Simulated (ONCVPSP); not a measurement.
# Germanium: generating and testing an ONCV potential

Task: generate the file, and judge it by its errors in other configurations, its logarithmic derivatives, its ghosts and its cutoff.

Program: ONCVPSP 4.0.1.1 (patched build). Reference atom: PBEsol, scalar-relativistic, spherical and spin-unpolarised. All values are calculated.

## 1. The atom and the settings

The settings as typed:

* element: germanium (Ge, Z = 32)
* type: optimised norm-conserving Vanderbilt (ONCV)
* frozen core: [Ar]
* valence charge: 14
* reference configuration: 3d10 4s2 4p2
* partial waves: 4s: rc 1.40 bohr, ncon 4, nbas 8, qcut 5.2 1/bohr, 2 projectors, debl 1.8 Ha; 4p: rc 1.70 bohr, ncon 3, nbas 7, qcut 5.5 1/bohr, 2 projectors, debl 2.9 Ha; 3d: rc 1.25 bohr, ncon 4, nbas 9, qcut 13.4 1/bohr, 2 projectors, debl 0.9 Ha
* local potential: polynomial inside 0.95 bohr (lpopt 5, dvloc0 0 Ha)
* core correction: not asked for

## 2. Generating the potential

Input file Ge.dat:

```
# ATOM AND REFERENCE CONFIGURATION
# atsym  z   nc   nv     iexc    psfile
  Ge 32.00    5    3  -116133      upf
#
#   n    l    f
    1    0    2.00
    2    0    2.00
    2    1    6.00
    3    0    2.00
    3    1    6.00
    3    2   10.00
    4    0    2.00
    4    1    2.00
#
# PSEUDOPOTENTIAL AND OPTIMIZATION
# lmax
    2
#
#   l,   rc,      ep,       ncon, nbas, qcut
    0    1.40    0.00    4    8    5.20
    1    1.70    0.00    3    7    5.50
    2    1.25    0.00    4    9   13.40
#
# LOCAL POTENTIAL
# lloc, lpopt,  rc(5),   dvloc0
    4    5    0.95    0.00
#
# VANDERBILT-KLEINMAN-BYLANDER PROJECTORs
# l, nproj, debl
    0    2    1.80
    1    2    2.90
    2    2    0.90
#
# MODEL CORE CHARGE
# icmod, fcfact, rcfact
    0    0.00    0.00
#
# LOG DERIVATIVE ANALYSIS
# epsh1, epsh2, depsh
   -3.00    5.00    0.02
#
# OUTPUT GRID
# rlmax, drl
    6.00    0.01
#
# TEST CONFIGURATIONS
# ncnf
    4
# nvcnf
#   n    l    f
    3
    3    2   10.00
    4    0    2.00
    4    1    1.00
#
    3
    3    2   10.00
    4    0    2.00
    4    1    0.00
#
    3
    3    2   10.00
    4    0    1.00
    4    1    0.00
#
    3
    3    2   10.00
    4    0    1.00
    4    1    3.00
#
```

On the command line:

```console
$ oncvpsp.x < Ge.dat > Ge.out
```

**Question.** What will these runs give? Wanted: cutoffs for 1 and 0.1 mHa per electron, occupied waves; bound ghosts; GHOST(+) flags; largest test error; largest phase difference near zero energy, channels read; projector energies reset by the program.

As calculated:

| quantity | value |
| --- | --- |
| cutoffs for 1 and 0.1 mHa per electron, occupied waves | 71 Ha and 81 Ha |
| bound ghosts | s at -105.76 eV |
| GHOST(+) flags | s at 757 eV, p at 133 eV |
| largest test error (AE − PS) | -8.1 meV, for 3d10 4s2 4p0 |
| largest phase difference near zero energy, channels read | 0.001 rad |
| projector energies reset by the program | d: -1.077, 0.250 Ha |

**Reading.** It has a bound ghost (s), a state that the atom doesn't have, and that rules the file out. The worst unpolarised test, 3d10 4s2 4p0, is off by 8.1 meV on 22.9 eV; by total energies transferability rates as good. Atomic tests can pass in spite of a ghost, since they solve only for the levels asked. By its cutoff, 71 Ha for the looser tolerance, it is very hard. At the looser tolerance the 3d wave is the slowest; 4s needs 10 Ha. Near zero energy the phases of the channels with partial waves agree within 0.001 rad. The program also flags highly localised states, GHOST(+) (s, p).
